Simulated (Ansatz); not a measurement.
# LiGdSe2 (P4/mmm): exchange couplings and spin waves

How strongly are the moments of LiGdSe2 (P4/mmm) coupled, and at what temperature would they order?

Computed with Ansatz 0.2.0 (DFT PBEsol+U (U_eff = 5 eV on Gd 4f), scalar-relativistic, plane waves, PAW, unless a step's input says otherwise).

1 further run of the same task is left out (it didn't finish). Runs told in other sessions of the task aren't counted.

## (1) The starting structure

Symmetry: P4/mmm, No. 123, tetragonal system. The conventional cell has a = 4.126 Å, b = 4.126 Å, c = 5.607 Å, α = 90.00°, β = 90.00°, γ = 90.00°. Gd (site symmetry 4/mmm) is surrounded by 6 Se at 2.80 to 2.92 Å. Li (site symmetry 4/mmm) is surrounded by 6 Se at 2.80 to 2.92 Å. Around Se (site symmetry 4/mmm) lie 2 Li at 2.80 Å and 4 Gd at 2.92 Å. Se (site symmetry 4/mmm) has 2 Gd at 2.80 Å and 4 Li at 2.92 Å in its first shell of neighbours.

Structure file:

```
Gd Li Se
1.0
     4.12606    0.00000    0.00000
     0.00000    4.12606    0.00000
     0.00000    0.00000    5.60656
Gd Li Se
1 1 2
Direct
  0.50000 0.50000 0.50000
  0.00000 0.00000 0.00000
  0.00000 0.00000 0.50000
  0.50000 0.50000 0.00000
```

The cell is the database one, not relaxed. At PBEsol+U (U_eff = 5 eV on Gd 4f), an earlier run found -2.11 GPa for this cell of 23.862 Å³/atom (8×8×6 mesh), a metal on this mesh, spin moments in the atoms' spheres Gd 6.99 μB.

## (2) Exchange couplings, spin waves and anisotropy by the force theorem

The input, input.yaml:

```yaml
crystal:
  lattice:
    - [4.1260625531, 0.0, 0.0]
    - [0.0, 4.1260625531, 0.0]
    - [0.0, 0.0, 5.6065613928]
  atoms:
    - { symbol: Gd, position: [0.5, 0.5, 0.5], spin: 7.68 }
    - { symbol: Li, position: [0.0, 0.0, 0.0] }
    - { symbol: Se, position: [0.0, 0.0, 0.5] }
    - { symbol: Se, position: [0.5, 0.5, 0.0] }
basis:
  ecutwfc: 420
  ecutrho_ratio: 4
kpoints:
  mp_grid: { grid: [8, 8, 6] }
  band_path:
    path:
      - [[0.0, 0.0, 0.0], [0.0, 0.5, 0.0], [0.5, 0.5, 0.0], [0.0, 0.0, 0.0], [0.0, 0.0, 0.5], [0.0, 0.5, 0.5], [0.5, 0.5, 0.5], [0.0, 0.0, 0.5]]
      - [[0.0, 0.5, 0.0], [0.0, 0.5, 0.5]]
      - [[0.5, 0.5, 0.0], [0.5, 0.5, 0.5]]
    npoints: 6
hamiltonian:
  xc: pbesol
  hubbard: { sites: [{ species: Gd, l: f, u_eff: 5.0 }] }
scf:
  occupations: { method: gaussian, width: 0.05 }
  lower_state_search: "off"
output:
  forces: true
  stress: true
  eigenvalues: true
  populations: true
  hubbard: { sites: [{ species: Gd, l: f }] }
  eigenstates:
    nscf_kmesh: { grid: [8, 8, 6] }
    top_band: c61
    exchange_couplings: { magnetic: [{ site: 0 }] }
    magnetocrystalline_anisotropy: {}
magnetization:
  spin_polarized: true
checkpoint:
  read: start.run
  write: ck
  compress: false
  write_wavefunctions: false
  write_every: 100000
```

It reads its starting density from start.run, saved by an earlier run on this cell.

Run with:

```
$ ansatz run input.yaml --threads 4 --pin off --max-ram 9216MiB --backend cpu --events-out ev --progress --plain --runs-dir out
```

Q: Predict the outcome of this session. Wanted: strongest shell; highest spin wave on the path; mean-field ordering temperature; anisotropy.

As calculated:

| quantity | value |
| --- | --- |
| strongest shell | Gd–Gd at 5.83 Å, J = -0.226 meV × 4 |
| highest spin wave on the path | 1.4 meV |
| mean-field ordering temperature | 12 K at q = (0.00, -0.50, -0.50) |
| anisotropy | not resolved |

In words: The shell that weighs most is Gd–Gd at 5.83 Å and favours opposed moments. A spin-wave branch goes negative, so this collinear order is unstable against turning the moments. Mean-field theory leaves out fluctuations and tends to put the ordering too high. The program gives no random-phase temperature (state not lowest). By the program's own test the highest bands of the sum still move the couplings by 52 % and the mean-field temperature by 34 %, so they aren't converged in bands. The couplings belong to the order typed, which need not be the compound's real one. The anisotropy, 0.2925 meV per cell, is doubted by the run, so no easy axis is named. Open d and f shells can converge to several self-consistent states; these numbers belong to the ones reached here. Spin–orbit coupling enters the anisotropy alone, not the self-consistent state or the couplings.
